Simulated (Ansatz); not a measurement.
# GaNH₂ (quintet): wave-function methods side by side, cc-pVDZ

Aim: climb from Hartree-Fock through coupled cluster and multireference methods for GaNH₂ (quintet) at one geometry and basis, and see what each rung misses.

Method: cc-pVDZ, core rule «outside noble gas», up to 15 orbitals frozen; program: Ansatz 0.2.0, Gaussian basis.

The runs, in order: UHF; CCSD(T) on ROHF; CCSD(T) on UHF; BCCD(T) on ROHF; CISD; CCSDT(Q) on ROHF; CCSDT(Q) on UHF; CCSDTQ on ROHF; CASSCF and MRCISD+Q, 10 electrons in 10 orbitals; CASSCF and NEVPT2, 10 electrons in 10 orbitals.

8 further runs of the same task are left out: 2 for a known fault of the program, 6 set aside as unsound or not needed.

## 1. The geometry

The geometry is a PBE0/def2-TZVP stationary point (not a proven minimum) of the parent state, kept for this charge and spin. No spin-orbit coupling is included. The filled d shell of Ga may be among the frozen orbitals whatever the setting's name suggests; the logs give the count.

4 atoms, charge 0, spin multiplicity 5.

Atoms are counted from 1 here; the program's logs count them from 0.

Bond lengths: N1–Ga2 1.923 Å, Ga2–H3 1.565 Å, Ga2–H4 1.565 Å. Angles: N1–Ga2–H3 117.6°, N1–Ga2–H4 117.6°, H3–Ga2–H4 124.7°.

## 2. UHF

The input, in.yaml:

```yaml
crystal:
  periodic: [false, false, false]
  atoms:
    - {symbol: N, position_ang: [0.000000, 0.000000, 1.625834]}
    - {symbol: Ga, position_ang: [0.000000, 0.000000, -0.297041]}
    - {symbol: H, position_ang: [0.000000, 1.386306, -1.022870]}
    - {symbol: H, position_ang: [0.000000, -1.386306, -1.022870]}
basis:
  gaussian: {orbitals: cc-pVDZ}
magnetization: {spin_polarized: true, initial_magnetization: 4}
hamiltonian: {xc: hf}
output: {orbitals: {seedname: orbitals}}
```

Started as:

```console
> ansatz run in.yaml --threads 1 --pin off --events-out ev --progress --plain --max-ram 4096MiB --backend cpu
```

The runs that follow: CCSD(T) on ROHF; CCSD(T) on UHF; BCCD(T) on ROHF; CISD; CCSDT(Q) on ROHF; CCSDT(Q) on UHF; CCSDTQ on ROHF; CASSCF and MRCISD+Q, 10 electrons in 10 orbitals; CASSCF and NEVPT2, 10 electrons in 10 orbitals.

Q: Predict the results of all the runs planned. Wanted: RCCSDTQ below the RHF energy; RMP2 from RCCSDTQ; UMP2 from RCCSDTQ; RCCSD from RCCSDTQ; RCCSD(T) from RCCSDTQ; UCCSD(T) from RCCSDTQ; RCCSDT(Q) from RCCSDTQ; UCCSDT(Q) from RCCSDTQ; NEVPT2 valence from RCCSDTQ.

As calculated:

| quantity | value |
| --- | --- |
| RCCSDTQ below the RHF energy | -5.0497 eV |
| RMP2 from RCCSDTQ | +27.25 kcal/mol |
| UMP2 from RCCSDTQ | +26.87 kcal/mol |
| RCCSD from RCCSDTQ | +3.12 kcal/mol |
| RCCSD(T) from RCCSDTQ | +0.80 kcal/mol |
| UCCSD(T) from RCCSDTQ | +0.62 kcal/mol |
| RCCSDT(Q) from RCCSDTQ | +0.01 kcal/mol |
| UCCSDT(Q) from RCCSDTQ | -0.19 kcal/mol |
| NEVPT2 valence from RCCSDTQ | +20.95 kcal/mol |
| MRCISD+Q valence from RCCSDTQ | +0.80 kcal/mol |
| levels within 1 kcal/mol (43 meV) | RCCSD(T), UCCSD(T), BCCD(T), RCCSDT, UCCSDT, RCCSDT(Q), UCCSDT(Q), MRCISD+Q valence |
| T1 diagnostic | 0.032 |
| effectively unpaired electrons | 4.02 |

**Reading.** RCCSD(T) misses by +0.80 kcal/mol, 0.7 % of the correlation energy. One determinant dominates. Of the multireference levels listed MRCISD+Q valence comes nearest in total energy (+0.80 kcal/mol), which doesn't show that its space is the better one. These misses are within one basis, not against nature; the frozen cores of restricted and unrestricted runs differ, which can shift their rows.
